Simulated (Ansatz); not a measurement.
**Ta4Si3Ni10B3: melt and quench**

The task, for Ta4Si3Ni10B3: make an amorphous cell by melting and quenching in short dynamics.

Program: Ansatz 0.2.0. Level of theory: DFT PBE, scalar-relativistic, plane waves, PAW. These are calculated values, not measurements.

## (1) The system as given

The cell holds 20 atoms (B3Ni10Si3Ta4): a = 6.095 Å, b = 6.186 Å, c = 6.451 Å, α = 91.90°, β = 89.70°, γ = 88.66°.

It is the last frame of an earlier stage of the same melt, run at 300 K.

Structure file:

```cif
data_structure
_symmetry_space_group_name_H-M 'P 1'
_symmetry_Int_Tables_number 1
_cell_length_a 6.0951
_cell_length_b 6.1865
_cell_length_c 6.4506
_cell_angle_alpha 91.899
_cell_angle_beta 89.700
_cell_angle_gamma 88.659
_cell_volume 243.03
loop_
_atom_site_label
_atom_site_type_symbol
_atom_site_fract_x
_atom_site_fract_y
_atom_site_fract_z
_atom_site_occupancy
Ni1 Ni 0.61259 0.04930 0.28246 1
Ni2 Ni 0.40149 0.30784 0.05569 1
Ni3 Ni 0.08429 0.63622 0.90033 1
Ni4 Ni 0.57826 0.08305 0.67708 1
Ni5 Ni 0.76555 0.86256 0.95556 1
Ni6 Ni 0.03724 0.89399 0.25705 1
Ni7 Ni 0.36418 0.89526 0.04773 1
Ni8 Ni 0.74413 0.54981 0.19511 1
Ni9 Ni 0.21437 0.87977 0.62641 1
Ni10 Ni 0.38862 0.36888 0.43021 1
Ta1 Ta 0.49886 0.59115 0.81306 1
Ta2 Ta 0.84125 0.73755 0.58089 1
Ta3 Ta 0.91250 0.26315 0.46198 1
Ta4 Ta 0.84381 0.27264 0.91284 1
Si1 Si 0.46596 0.72739 0.37981 1
Si2 Si 0.14382 0.52686 0.23498 1
Si3 Si 0.23602 0.22935 0.75878 1
B1 B 0.14971 0.52720 0.61522 1
B2 B 0.30231 0.04930 0.36669 1
B3 B 0.07567 0.97595 0.91475 1
```

## (2) Relaxation without symmetry, coarse mesh

Cell and atoms move without symmetry, on a coarse mesh with loose thresholds.

Contents of input.yaml:

```yaml
crystal:
  lattice:
    - [6.09469, 0.071986, 0.017014]
    - [0.071986, 6.185189, -0.104788]
    - [0.017014, -0.104788, 6.449776]
  atoms:
    - { symbol: Ni, position: [0.6125917639, 0.0493013296, 0.282456521] }
    - { symbol: Ni, position: [0.4014850834, 0.3078368861, 0.0556883294] }
    - { symbol: Ni, position: [0.0842857488, 0.6362176352, 0.9003349921] }
    - { symbol: Ni, position: [0.5782584229, 0.0830510754, 0.6770839488] }
    - { symbol: Ni, position: [0.7655511451, 0.8625583478, 0.9555610971] }
    - { symbol: Ni, position: [0.0372429072, 0.8939919657, 0.2570465154] }
    - { symbol: Ni, position: [0.3641789356, 0.8952633413, 0.0477287032] }
    - { symbol: Ni, position: [0.7441260898, 0.5498121885, 0.1951112685] }
    - { symbol: Ni, position: [0.2143709469, 0.8797656507, 0.6264140099] }
    - { symbol: Ni, position: [0.3886221422, 0.3688838635, 0.4302065403] }
    - { symbol: Ta, position: [0.498858945, 0.5911459947, 0.8130595165] }
    - { symbol: Ta, position: [0.8412543269, 0.737550501, 0.5808881749] }
    - { symbol: Ta, position: [0.9125020086, 0.2631512506, 0.4619840161] }
    - { symbol: Ta, position: [0.8438127359, 0.2726374782, 0.9128442139] }
    - { symbol: Si, position: [0.4659550397, 0.72738921, 0.3798102025] }
    - { symbol: Si, position: [0.1438214458, 0.5268557256, 0.2349848422] }
    - { symbol: Si, position: [0.2360159775, 0.2293510929, 0.7587848771] }
    - { symbol: B, position: [0.1497060629, 0.5272037322, 0.6152197249] }
    - { symbol: B, position: [0.3023050263, 0.0492984278, 0.3666933511] }
    - { symbol: B, position: [0.075665011, 0.975951984, 0.9147471452] }
  symmetry: { detect: false }
basis:
  ecutwfc: 420
kpoints:
  mp_grid: { grid: [2, 2, 2], shift: [0.5, 0.5, 0.5] }
hamiltonian:
  xc: pbe
scf:
  occupations: { method: gaussian, width: 0.1 }
  lower_state_search: "off"
output:
  forces: true
  stress: true
  eigenvalues: true
relax:
  adjacent_minimum: "off"
  f_tol: 0.04
  max_steps: 70
  cell: { stress_tol: 0.3 }
```

Run with:

```bash
$ ansatz run input.yaml --threads 2 --pin off --max-ram 5120MiB --backend cpu --events-out ev --progress --plain --runs-dir out
```

The program printed (excerpt; [...] marks lines left out):

```text
Warning: RAYON_NUM_THREADS=2 ignored (pool sized by the plan → 2); use --threads N
[...]
Pseudopotentials: kind: paw
Pseudopotential: Ni, paw, valence charge 18, recommended cutoff 420 eV (normal), Ni.paw.azcp
Pseudopotential: Ta, paw, valence charge 13, recommended cutoff 420 eV (normal), Ta.paw.azcp
Pseudopotential: Si, paw, valence charge 4, recommended cutoff 420 eV (normal), Si.paw.azcp
Pseudopotential: B, paw, valence charge 3, recommended cutoff 420 eV (normal), B.paw.azcp
Functional definition: PBE
[...]
Crystal: 20 atoms, lattice volume = 243.034 Å³
Basis set: ecut = 420 eV, 4749 PW (Γ), exchange–correlation on 90×90×90 points (8 copies of the dense FFT grid, shifted against one another)
[...]
relax step  15: F+E_penalty+E_count = -100506.69609132 eV  Δ(F+E_penalty+E_count) = -6.333e-3 eV  max|allowed force component| = 4.591e-2 eV/Å  Δτ_max = 0.0332 Å  P = +0.015 GPa  Ω = 240.328 Å³  energy of the carried Pulay correction = +1.354e-3 eV  (6 SCF iters, dr2 threshold 8.85e-7 eV, accepted)
relax step  16: F+E_penalty+E_count = -100506.69708358 eV  Δ(F+E_penalty+E_count) = -9.923e-4 eV  max|allowed force component| = 2.746e-2 eV/Å  Δτ_max = 0.0297 Å  P = +0.008 GPa  Ω = 240.372 Å³  energy of the carried Pulay correction = +1.331e-3 eV  (7 SCF iters, dr2 threshold 1.32e-7 eV, accepted)
[...]
SCF iter   7: F=-100506.705181 eV  HF=-100506.705181 eV  |F-HF|=3.06e-10  |Δ(HF+E_count)|=   1.08e-9  Δρ=5.20e-7  dr2=6.58e-10  ethr=2.85e-12  ⟨swp⟩=4.0  Hψ=1662  notcnv=0
[...]
```

## (3) More of the same log: the quenched liquid

Output, continued:

```text
relax step  17: F+E_penalty+E_count = -100506.70518059 eV  Δ(F+E_penalty+E_count) = -8.097e-3 eV  max|allowed force component| = 2.721e-2 eV/Å  Δτ_max = 0.0000 Å  P = +0.095 GPa  Ω = 240.372 Å³  stress off target by 2.56e-1 GPa  SCF on the basis re-selected at this cell (its energy is not comparable with the rows above)  (7 SCF iters)
basis re-selected at this cell: Δ(F+E_penalty+E_count) = -8.097e-3 eV, ΔP = +0.087 GPa vs the last step (what re-selecting the basis moved, of the pressure what is left beyond the Pulay correction that the steps carried, after the strain that the cell walked since its last selection, with what the two solves' SCF thresholds leave and, on support functions, any second-order correction that the steps lacked; it is no measure of the basis error at this ecutwfc). The dense FFT grid was sized anew with the basis: this SCF ran on 45×40×45 points, the steps before it on 45×45×45, so part of this shift can come from that change (see relax.cell in the input reference). This SCF's stress stands 2.56e-1 GPa from its target on what of the cell is left free (relax.cell.stress_tol is 3.00e-1 GPa) and its largest allowed force component is 2.72e-2 eV/Å (relax.f_tol is 4.00e-2 eV/Å): within both
SCF converged after 7 iterations
Free energy (F): -100506.705181 eV
Harris-Foulkes:  -100506.705181 eV  (|F-HF|=3.06e-10)
Internal energy: -100506.643789 eV  (E = F + TS)
E sigma→0 (E₀):  -100506.674485 eV
Entropy (-TS):   -0.061392 eV (-3.070 meV/atom)
Fermi energy:    16.857119 eV
--- Per-component energies (eV) ---
  E_band       = -3463.693300
  E_kinetic    = 4572.307643
  E_local      = -45299.922113  (includes V_loc(G=0)·N_el)
  E_nonlocal   = 6512.481198
  E_hartree    = 19323.214565
  E_xc         = -1994.638142
  E_vxc        = -2179.118309  (∫ρ·V_xc dr)
  E_paw        = -51654.355930  (= ΣΔE_a)
  E_vpaw       = -5715.871773  (= ΣTr[D̂ρ^β])
  E_aug_tail   = 0.005713  (compensation charges beyond the density's cutoff)
  E_ewald      = -31965.736723
  E_smearing   = -0.061392  (= −TS)
  E_closure    = -0.000000  (closes the sum)
  Σ components = -100506.705181   (vs F -100506.705181, Δ=0.00e0)
--- Forces (eV/Å), atoms counted from 1 ---
  atom   1  Ni    -0.01806116    -0.02390680     0.00294138
  atom   2  Ni    -0.00475184    -0.00010781     0.00468351
  atom   3  Ni    -0.00356378    -0.01417817    -0.00848862
  atom   4  Ni    -0.01216983    -0.00453598    -0.01385018
  atom   5  Ni    -0.00930416    -0.00905381     0.00221377
  atom   6  Ni     0.01895205     0.00485171     0.00182323
  atom   7  Ni     0.00148212     0.00020832     0.01925755
  atom   8  Ni    -0.00407477    -0.00094931     0.00901616
  atom   9  Ni     0.00801652     0.01795893     0.00990745
  atom  10  Ni     0.00862702     0.00035906     0.01069661
  atom  11  Ta     0.02044676    -0.00647037    -0.00345149
  atom  12  Ta     0.00251913    -0.00608316    -0.00595947
  atom  13  Ta    -0.01006753    -0.00495717    -0.01260910
  atom  14  Ta    -0.01116506     0.02685596    -0.02721471
  atom  15  Si    -0.00268626    -0.00587718    -0.00550842
  atom  16  Si    -0.00398133     0.00666068    -0.00534788
  atom  17  Si    -0.02339108     0.00471136    -0.00189164
  atom  18  B      0.01576227    -0.00427957     0.00092211
  atom  19  B      0.02033496     0.01038095     0.00734814
  atom  20  B      0.00708025     0.00841388     0.01551338
  max |Σ_I F_I| component: 4.27e-6 eV/Å
--- Stress (GPa, compression-positive) ---
        0.074515      -0.067436      -0.054759
       -0.067436       0.094280       0.109543
       -0.054759       0.109543       0.115683
  P = ⅓ Tr σ = 0.0948 GPa (0.948 kbar)
--- Band table (eV) ---
  k-point 0: bands = ["-86.9838", "-86.7556", "-86.7242", "-86.6967", "-86.6774", "-86.6191", "-86.5031", "-86.4062", "-86.3461", "-86.2758", "-51.3069", "-51.2425", "-51.1293", "-50.8816", "-47.5127", "-47.4485", "-47.2772", "-47.2617", "-47.2418", "-47.2135", "-47.1928", "-47.1707", "-47.1509", "-47.1278", "-47.0942", "-47.0853", "-47.0625", "-47.0081", "-46.9841", "-46.9811", "-46.9705", "-46.9549", "-46.9361", "-46.9207", "-46.8934", "-46.8431", "-46.8113", "-46.8068", "-46.7935", "-46.7734", "-46.6763", "-46.6668", "-46.5740", "-46.5388", "-17.9212", "-17.8517", "-17.8427", "-17.8197", "-17.7916", "-17.7650", "-17.6692", "-17.6251", "-17.6022", "-17.4998", "-17.3328", "-17.2789", "5.4848", "6.7143", "7.4171", "7.8488", "8.9261", "9.2090", "10.5015", "10.5845", "11.1171", "11.2429", "11.3519", "11.6452", "11.9097", "12.2076", "12.3557", "12.4705", "12.6164", "12.8525", "12.9391", "13.1187", "13.1622", "13.2432", "13.3898", "13.4394", "13.4963", "13.5725", "13.7033", "13.7853", "13.8294", "13.8352", "13.8785", "13.9538", "14.0278", "14.0747", "14.1026", "14.2078", "14.2227", "14.2869", "14.3526", "14.4004", "14.4758", "14.5451", "14.5929", "14.7112", "14.7507", "14.8367", "14.8898", "14.9372", "15.0255", "15.0689", "15.1380", "15.2083", "15.2477", "15.3021", "15.3252", "15.3974", "15.4512", "15.5042", "15.5861", "15.6594", "15.7213", "15.7625", "15.8297", "15.9159", "16.0271", "16.1085", "16.2962", "16.3326", "16.4094", "16.6682", "16.8243", "16.9831", "17.3504", "17.4268", "17.5073", "17.7335", "17.9801", "18.2889", "18.4212", "18.5721", "18.7078", "19.0349", "19.2371", "19.4110", "19.5563", "19.8674", "20.2979", "20.6209", "20.7361", "20.8963", "21.2730", "21.4140", "21.6981", "22.0967", "22.1854", "22.2987"]
  k-point 1: bands = ["-86.9838", "-86.7556", "-86.7242", "-86.6967", "-86.6774", "-86.6191", "-86.5031", "-86.4062", "-86.3461", "-86.2758", "-51.3069", "-51.2425", "-51.1293", "-50.8816", "-47.5128", "-47.4485", "-47.2759", "-47.2638", "-47.2407", "-47.2138", "-47.1927", "-47.1708", "-47.1508", "-47.1277", "-47.0943", "-47.0853", "-47.0625", "-47.0080", "-46.9847", "-46.9804", "-46.9707", "-46.9549", "-46.9361", "-46.9207", "-46.8934", "-46.8431", "-46.8113", "-46.8068", "-46.7936", "-46.7734", "-46.6763", "-46.6668", "-46.5740", "-46.5388", "-17.9213", "-17.8521", "-17.8437", "-17.8199", "-17.7898", "-17.7626", "-17.6700", "-17.6270", "-17.6023", "-17.4996", "-17.3327", "-17.2788", "5.5874", "6.5141", "7.3173", "8.0348", "8.9533", "9.1738", "10.2860", "10.9253", "11.1670", "11.2568", "11.3714", "11.7751", "11.9473", "12.1004", "12.2725", "12.4358", "12.6907", "12.7895", "12.9461", "13.0591", "13.1608", "13.2479", "13.2835", "13.4019", "13.5256", "13.6084", "13.6752", "13.7592", "13.7929", "13.8314", "13.9057", "13.9931", "14.0254", "14.0609", "14.1061", "14.1745", "14.2285", "14.2957", "14.3672", "14.4267", "14.5168", "14.5607", "14.6410", "14.6803", "14.7176", "14.8175", "14.8753", "14.9198", "14.9927", "15.0564", "15.1531", "15.1970", "15.2094", "15.2725", "15.3225", "15.3526", "15.4061", "15.4753", "15.5640", "15.6012", "15.6762", "15.7880", "15.8457", "15.9452", "16.0329", "16.2087", "16.2814", "16.4054", "16.4691", "16.7123", "16.8216", "17.0569", "17.1856", "17.3884", "17.4768", "17.8504", "18.0408", "18.1577", "18.2838", "18.5555", "18.8474", "19.0220", "19.2850", "19.5572", "19.6757", "19.9816", "20.2141", "20.3950", "20.4998", "20.8832", "21.1833", "21.4763", "21.7269", "21.9888", "22.3716", "22.5450"]
  k-point 2: bands = ["-86.9838", "-86.7556", "-86.7242", "-86.6967", "-86.6774", "-86.6191", "-86.5031", "-86.4062", "-86.3461", "-86.2758", "-51.3069", "-51.2425", "-51.1293", "-50.8816", "-47.5128", "-47.4485", "-47.2759", "-47.2638", "-47.2406", "-47.2138", "-47.1928", "-47.1708", "-47.1508", "-47.1278", "-47.0943", "-47.0853", "-47.0625", "-47.0081", "-46.9839", "-46.9811", "-46.9708", "-46.9547", "-46.9361", "-46.9207", "-46.8934", "-46.8431", "-46.8114", "-46.8067", "-46.7935", "-46.7734", "-46.6763", "-46.6668", "-46.5740", "-46.5388", "-17.9213", "-17.8521", "-17.8437", "-17.8198", "-17.7899", "-17.7626", "-17.6700", "-17.6266", "-17.6028", "-17.4996", "-17.3326", "-17.2788", "5.5779", "6.5204", "7.3203", "8.0426", "8.9662", "9.2774", "10.1690", "10.7038", "11.0275", "11.2529", "11.5520", "11.8417", "12.0256", "12.1426", "12.2890", "12.5444", "12.7269", "12.8571", "12.9566", "13.0727", "13.1397", "13.1877", "13.3127", "13.3755", "13.4370", "13.5067", "13.6630", "13.6922", "13.7790", "13.8286", "13.9215", "13.9546", "13.9767", "14.0719", "14.1492", "14.2068", "14.2284", "14.2877", "14.3534", "14.4487", "14.5419", "14.5868", "14.6365", "14.6711", "14.7521", "14.7792", "14.8843", "14.9382", "14.9804", "15.0200", "15.0966", "15.1188", "15.2385", "15.2931", "15.3645", "15.3994", "15.4803", "15.5314", "15.5818", "15.6414", "15.6825", "15.7592", "15.8571", "15.9272", "16.0849", "16.1757", "16.2679", "16.3252", "16.4542", "16.6129", "16.8841", "17.1510", "17.2985", "17.3892", "17.5614", "17.7464", "17.8828", "18.1610", "18.3785", "18.6073", "18.8570", "18.8942", "19.1041", "19.4468", "19.6396", "19.9182", "20.1718", "20.4357", "20.6763", "21.0585", "21.1857", "21.5675", "21.8252", "22.0834", "22.2861", "22.5391"]
  k-point 3: bands = ["-86.9838", "-86.7556", "-86.7242", "-86.6967", "-86.6774", "-86.6191", "-86.5031", "-86.4062", "-86.3461", "-86.2758", "-51.3069", "-51.2425", "-51.1293", "-50.8816", "-47.5127", "-47.4485", "-47.2772", "-47.2617", "-47.2418", "-47.2135", "-47.1929", "-47.1707", "-47.1508", "-47.1278", "-47.0943", "-47.0853", "-47.0625", "-47.0080", "-46.9845", "-46.9804", "-46.9709", "-46.9548", "-46.9361", "-46.9207", "-46.8934", "-46.8431", "-46.8113", "-46.8067", "-46.7935", "-46.7734", "-46.6763", "-46.6668", "-46.5740", "-46.5388", "-17.9211", "-17.8515", "-17.8421", "-17.8205", "-17.7912", "-17.7654", "-17.6691", "-17.6254", "-17.6020", "-17.4999", "-17.3328", "-17.2788", "5.4757", "6.6590", "7.5302", "7.8844", "8.8861", "9.3187", "10.3479", "10.5838", "10.8653", "11.0861", "11.4567", "11.6939", "11.8818", "12.2759", "12.3831", "12.5789", "12.6562", "12.8647", "12.9662", "13.0828", "13.1965", "13.2492", "13.3109", "13.4021", "13.5259", "13.6084", "13.6550", "13.7261", "13.7929", "13.8286", "13.9239", "13.9811", "14.0460", "14.0788", "14.1945", "14.2220", "14.2586", "14.3266", "14.3744", "14.4431", "14.4736", "14.5171", "14.6326", "14.6505", "14.7218", "14.7783", "14.8565", "14.9469", "14.9883", "15.0440", "15.1123", "15.2145", "15.2338", "15.3253", "15.3720", "15.4533", "15.4873", "15.5188", "15.5693", "15.6401", "15.7056", "15.7324", "15.8528", "15.9737", "16.0456", "16.1057", "16.3542", "16.4209", "16.4752", "16.7176", "16.9243", "16.9418", "17.2122", "17.3808", "17.5522", "17.7794", "17.8278", "18.1669", "18.3333", "18.6315", "18.7701", "19.2197", "19.3499", "19.4165", "19.6332", "19.8312", "20.0710", "20.4035", "20.7375", "21.0094", "21.1159", "21.3971", "21.6928", "21.7856", "22.0884", "22.4075"]
--- Relaxed structure (16 steps of the walk, 16 accepted, 1 SCFs on fresh bases) ---
  F+E_penalty+E_count = -100506.70518059 eV   max|allowed force component| = 2.721e-2 eV/Å   (the final SCF, on the basis selected at the relaxed cell)
  cell:  # Å, volume = 240.3718 Å³
    - [6.378455645511744, -0.060735442777217846, -0.000943672863120356]
    - [-0.056402992619292776, 5.85637374238344, 0.33972234522598216]
    - [-0.004475600162041991, 0.36432039762054097, 6.456585091956883]
  atoms:
    - { symbol: Ni, position: [0.6745523387655444, 0.05405544872809105, 0.28813199906855047] }
    - { symbol: Ni, position: [0.2649807096723761, 0.34052804563199934, 0.11715298206646486] }
    - { symbol: Ni, position: [0.1288087782866045, 0.6845147939371645, 0.8883144099466744] }
    - { symbol: Ni, position: [0.6198334234562973, 0.05854772958184065, 0.7028036330587393] }
    - { symbol: Ni, position: [0.7839727402793614, 0.8155374488217304, 0.9881125903733651] }
    - { symbol: Ni, position: [0.065976089244562, 0.9681457696736753, 0.21106011231431943] }
    - { symbol: Ni, position: [0.41912041588480875, 0.9018678203598692, 0.04987215159023465] }
    - { symbol: Ni, position: [0.6461038982643063, 0.4762444512002351, 0.21873813435577816] }
    - { symbol: Ni, position: [0.23644774714691372, 0.902094114176436, 0.5736318230385015] }
    - { symbol: Ni, position: [0.3893421024811984, 0.32896968248973724, 0.49265542338535145] }
    - { symbol: Ta, position: [0.5030652254885413, 0.5720764220803856, 0.8173352429672918] }
    - { symbol: Ta, position: [0.8536075526700174, 0.7181610868097709, 0.5616119591144604] }
    - { symbol: Ta, position: [0.9658993504005484, 0.2458536002059492, 0.4816224437674912] }
    - { symbol: Ta, position: [0.8734670677427753, 0.2924823350423928, 0.9506493010129075] }
    - { symbol: Si, position: [0.4714998032957292, 0.7187388258575192, 0.3995334444122728] }
    - { symbol: Si, position: [0.005173377738343653, 0.5925789297781239, 0.20950990178986975] }
    - { symbol: Si, position: [0.262851929069809, 0.16591922136900983, 0.8160444630221718] }
    - { symbol: B, position: [0.17402072006604963, 0.5350533382935329, 0.6168253966922218] }
    - { symbol: B, position: [0.35597830950399545, 0.07034583605330079, 0.3106343933495004] }
    - { symbol: B, position: [-0.03409181405778329, 0.9855027807092349, 0.7724081847738316] }
```

Wall time 4.4 min (2 threads of Arm Neoverse V2, shared host); peak memory 0.75 GiB.

Step by step:

| step | energy from step 1 (eV/cell) | largest force component (eV/Å) | pressure (GPa) | volume (Å³) |
| --- | --- | --- | --- | --- |
| 1 | 0.0000 | 1.5653 | 0.77 | 243.03 |
| 2 | -0.6341 | 1.2011 | 0.57 | 241.40 |
| 3 | -1.3611 | 0.5701 | 1.26 | 238.26 |
| 4 | -1.8440 | 0.6382 | 0.70 | 237.91 |
| 5 | -2.1876 | 0.3666 | 0.12 | 238.05 |
| 6 | -2.4421 | 0.2272 | 0.62 | 237.14 |
| 7 | -2.5014 | 0.3871 | -1.00 | 238.98 |
| 8 | -2.6982 | 0.2793 | 0.31 | 237.62 |
| 9 | -2.8152 | 0.2433 | 0.25 | 238.49 |
| 10 | -2.9181 | 0.4568 | -0.29 | 240.63 |
| 11 | -2.9587 | 0.1968 | 0.17 | 240.36 |
| 12 | -2.9657 | 0.2577 | -0.31 | 240.55 |
| 13 | -3.0044 | 0.1372 | 0.21 | 240.03 |
| 14 | -3.0125 | 0.1190 | -0.16 | 240.61 |
| 15 | -3.0189 | 0.0459 | 0.02 | 240.33 |
| 16 | -3.0199 | 0.0275 | 0.01 | 240.37 |
| 17 | -3.0280 | 0.0272 | 0.09 | 240.37 |

Step 1 is the start. Step 17 repeats the geometry before on a plane-wave basis chosen anew for that cell, so the energy can jump there without any move; the table keeps such jumps.

| input's cell | before | after | change |
| --- | --- | --- | --- |
| a (Å) | 6.095 | 6.379 | +4.7 % |
| b (Å) | 6.186 | 5.866 | -5.2 % |
| c (Å) | 6.451 | 6.467 | +0.3 % |
| α (°) | 91.90 | 83.45 | -8.45° |
| β (°) | 89.70 | 90.08 | +0.38° |
| γ (°) | 88.66 | 91.10 | +2.44° |
| volume (Å³/atom) | 12.15 | 12.02 | -1.1 % |

Largest move: B20, 1.15 Å, apart from the change of the cell.

[end of part 1 of 2]
